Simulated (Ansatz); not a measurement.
# Ir: the cost of one run

Computed with Ansatz 0.2.0 (DFT r2SCAN, scalar-relativistic, plane waves, PAW, unless a step's input says otherwise).

## Step 1: Starting point

Symmetry: Pm-3n, No. 223, cubic system. Conventional cell: a = 4.877 Å, b = 4.877 Å, c = 4.877 Å, α = 90.00°, β = 90.00°, γ = 90.00°. Ir (site symmetry m-3) has 12 Ir at 2.73 Å as nearest neighbours. Ir (site symmetry -4m2) has 6 Ir at 2.44 to 2.73 Å as nearest neighbours.

As a file:

```xyz
8
Lattice="4.8774 0.0000 0.0000 0.0000 4.8774 0.0000 0.0000 0.0000 4.8774" Properties=species:S:1:pos:R:3 pbc="T T T"
Ir    2.4387    2.4387    2.4387
Ir    0.0000    0.0000    0.0000
Ir    1.2193    0.0000    2.4387
Ir    2.4387    1.2193    0.0000
Ir    2.4387    3.6580    0.0000
Ir    3.6580    0.0000    2.4387
Ir    0.0000    2.4387    3.6580
Ir    0.0000    2.4387    1.2193
```

(A quick probe on a coarse mesh, which set the mesh and smearing, is not shown.)

## Step 3: Coarse relaxation

The input, input.yaml:

```yaml
crystal:
  lattice:
    - [4.8773957365, 0.0, 0.0]
    - [0.0, 4.8773957365, 0.0]
    - [0.0, 0.0, 4.8773957365]
  atoms:
    - { symbol: Ir, position: [0.5, 0.5, 0.5] }
    - { symbol: Ir, position: [0.0, 0.0, 0.0] }
    - { symbol: Ir, position: [0.25, 0.0, 0.5] }
    - { symbol: Ir, position: [0.5, 0.25, 0.0] }
    - { symbol: Ir, position: [0.5, 0.75, 0.0] }
    - { symbol: Ir, position: [0.75, 0.0, 0.5] }
    - { symbol: Ir, position: [0.0, 0.5, 0.75] }
    - { symbol: Ir, position: [0.0, 0.5, 0.25] }
basis:
  ecutwfc: 500
kpoints:
  mp_grid: { grid: [4, 4, 4] }
hamiltonian:
  xc: r2scan
scf:
  occupations: { method: gaussian, width: 0.1 }
  lower_state_search: "off"
output:
  forces: true
  stress: true
  eigenvalues: true
relax:
  adjacent_minimum: "off"
  f_tol: 0.04
  max_steps: 70
  cell: { stress_tol: 0.4 }
```

**Question.** How long does this run take on 1 thread of an Arm CPU, shared host, and how much memory does it need?

About 61 s, with a peak of 0.59 GiB.
